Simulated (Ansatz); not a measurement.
SiF under changes of volume

One of the cells (12.099 Å³/atom); the others are scaled copies at fixed shape and fractional positions:

```
Si F
1.0
     1.33860    0.77284    3.89831
    -1.33860    0.77284    3.89831
     0.00000   -1.54568    3.89831
Si F
1 1
Direct
  0.50000 0.50000 0.50000
  0.00000 0.00000 0.00000
```

The cell was built by a generator and needn't be a form met in nature.

| Quantity | Value |
| --- | --- |
| Program | Ansatz 0.2.0 |
| Functional | PBE |
| Potentials or basis | Ansatz PAW |
| Cutoff | 420 eV (not typed: the program's choice for these potentials) |
| k mesh | 12 × 12 × 12 |
| Occupations | fermi-dirac, width 0.05 eV |
| Spin | no spin polarisation |

| volume (Å³/atom) | energy over the lowest point (meV/atom) | pressure (GPa) |
| --- | --- | --- |
| 11.373 | 14.16 | 6.4 |
| 11.615 | 6.35 | 4.1 |
| 11.857 | 1.75 | 2.0 |
| 12.099 | 0.00 | 0.2 |
| 12.341 | 0.84 | -1.5 |
| 12.583 | ? | ? |
| 12.825 | 9.58 | -4.4 |

Question: What does the run at 12.583 Å³/atom give?

Answer: Energy over the lowest point 4.09 meV/atom; pressure -3.0 GPa.

Worked out: A Birch-Murnaghan fit of order 3 (a polynomial in V^(-2/3)) to the other rows has its minimum at 12.14 Å³/atom with B0 = V·E''(V) = 86 GPa and B' = 3.6 at fixed shape and positions, which overstates the stiffness. It gives 4.12 meV/atom at 12.583 Å³/atom, against the run's 4.09, and -dE/dV = -2.9 GPa, against -3.0.

Energies are extrapolated to zero smearing.

Caveats: an odd number of electrons without spin polarisation forces a metal; a magnetic or distorted state may lie lower.
